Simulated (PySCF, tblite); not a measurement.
**C₃H₁₃BN₂Si: geometry, infrared bands and NMR shifts**

Wanted: the infrared bands and NMR shifts of C₃H₁₃BN₂Si (`CCCBN[SiH2]N`), by calculation.

Programs: tblite 0.8.0 and PySCF 2.14.0, with density-fitted response routines of our own. Each step states its level of theory. These are calculated values for one molecule in the gas phase, unless marked as measured. Atoms count from 0, in the outputs and in this text.

## 1. The molecule as given

20 atoms, charge 0, multiplicity 1; geometry from: force field or distance geometry start.

Bonds of the start (Å): C0–C1 1.52, C1–C2 1.52, C2–B3 1.56, B3–N4 1.51, N4–Si5 1.79, Si5–N6 1.80, C0–H7 1.09, C0–H8 1.11, C0–H9 1.13, C1–H10 1.13, C1–H11 1.10, C2–H12 1.12, C2–H13 1.11, B3–H14 1.20, N4–H15 1.04, Si5–H16 1.49, Si5–H17 1.48, N6–H18 1.07, N6–H19 1.06.

## 2. Geometry optimisation with GFN2-xTB

What the job is given:

```
{"job": {"kind": "relax", "xc": "GFN2-xTB", "basis": "xTB"}, "charge": 0, "multiplicity": 1}
C     -3.424100     0.512400    -0.511200
C     -1.905500     0.617400    -0.533700
C     -1.407600    -0.696200     0.045300
B      0.143100    -0.830900     0.124200
N      1.141500     0.239100    -0.266500
Si     2.779000    -0.362800     0.118700
N      4.047400     0.882400    -0.138600
H     -3.887100     0.865500    -1.429000
H     -3.689400    -0.559400    -0.371700
H     -3.872200     1.042000     0.383000
H     -1.698300     1.471800     0.176700
H     -1.518200     0.808100    -1.540700
H     -1.795500    -1.489000    -0.642900
H     -1.841200    -0.817000     1.060300
H      0.562800    -1.952900     0.082300
H      0.970000     1.144300     0.222200
H      2.876400    -0.821100     1.536600
H      3.151300    -1.511900    -0.740800
H      4.562500     0.968700     0.793200
H      4.800000     0.500100    -0.780100
```

Command:

```sh
$ OMP_NUM_THREADS=1 python probes_run.py task.json out
```

One launch serves the whole session: the jobs run in the order shown.

**Question.** This job is followed by: GFN2-xTB harmonic vibrations, gas phase; GIAO PBE0/pcSseg-1 NMR shielding, non-relativistic, gas phase. Predict these results of the whole session: strongest single infrared mode (GFN2-xTB); zero-point energy (GFN2-xTB); 13C shifts against TMS (PBE0/pcSseg-1); 1H shifts against TMS (PBE0/pcSseg-1, means over atoms taken as alike); 11B shifts against BF3·OEt2 (PBE0/pcSseg-1); 15N shifts against NH3 (PBE0/pcSseg-1); 29Si shifts against TMS (PBE0/pcSseg-1).

The runs gave:

| quantity | value |
| --- | --- |
| strongest single infrared mode (GFN2-xTB) | 1391 cm⁻¹, 677 km/mol |
| zero-point energy (GFN2-xTB) | 103.0 kcal/mol |
| 13C shifts against TMS (PBE0/pcSseg-1) | 29.1, 20.3, 19.7 ppm |
| 1H shifts against TMS (PBE0/pcSseg-1, means over atoms taken as alike) | 5.38, 5.32, 4.06, 1.24, 1.10, 1.00, 0.20 ppm |
| 11B shifts against BF3·OEt2 (PBE0/pcSseg-1) | 45.8 ppm |
| 15N shifts against NH3 (PBE0/pcSseg-1) | 121.2, 13.0 ppm |
| 29Si shifts against TMS (PBE0/pcSseg-1) | -31.1 ppm |

Relaxing lowered the energy by 1.537 eV in 123 steps; the close pair that moved most is B3–N4, from 1.515 to 1.393 Å. All 54 modes are real, so the xTB geometry is a minimum. The strongest single mode, at 1391 cm⁻¹, moves mainly B3 and N4. GFN2-xTB is a fitted tight-binding method: band positions and strengths are rough. Its intensities can rank the bands wrongly. At PBE0/pcSseg-1: Shielding is most anisotropic at N4 (span 168 ppm, paramagnetic term -181 ppm).
